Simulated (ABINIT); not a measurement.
B2O:

```
CELL_PARAMETERS angstrom
2.87900 0.00000 0.00000
-1.43950 2.49329 0.00000
0.00000 0.00000 7.05200
ATOMIC_POSITIONS crystal
O 0.33333 0.66667 0.69400
O 0.66667 0.33333 0.30600
B 0.33333 0.66667 0.97700
B 0.66667 0.33333 0.02300
B 0.00000 0.00000 0.62000
B 0.00000 0.00000 0.38000
```

* Program: ABINIT 10.8.3 (patched build)
* Task: single point
* Functional: PBE
* Potentials or basis: JTH PAW PBE v2.0
* Cutoff: 626 eV
* k mesh: 11 × 11 × 4
* Occupations: fermi-dirac, width 0.05 eV
* Spin: no spin polarisation

On this cell: pressure -19.4 GPa; largest force 0.137 eV/Å; band gap on the k mesh none (metal or under the smearing width).

The same run follows on a disturbed copy (atoms moved at random, drawn with an rms of 0.05 Å):

```
CELL_PARAMETERS angstrom
2.87900 0.00000 0.00000
-1.43950 2.49329 0.00000
0.00000 0.00000 7.05200
ATOMIC_POSITIONS crystal
O 0.34821 0.67575 0.68902
O 0.67880 0.34934 0.30805
B 0.31614 0.66182 0.97501
B 0.66887 0.32426 0.02774
B 0.98296 0.99048 0.61412
B 0.00215 0.01014 0.38106
```

**Question.** What changes?

**Answer.** The energy (extrapolated to zero smearing) moves by +12.0 meV/atom; pressure -18.3 GPa; largest force 0.858 eV/Å; band gap on the k mesh none (metal or under the smearing width).

Forces on the atoms (eV/Å):
```
O   -0.056  0.015  0.246
O   -0.077 -0.154 -0.388
B    0.702  0.137  0.450
B   -0.645 -0.066 -0.476
B    0.034  0.083  0.853
B    0.042 -0.015 -0.686
```

Stress tensor (GPa, compression positive):
```
-30.53   1.68  -0.01
  1.68 -27.17   0.91
 -0.01   0.91   2.89
```

Caveats: the atomic spheres overlap; so large a pressure means that the cell lies far from this level's equilibrium, or that cutoff or potentials fall short (some runs).
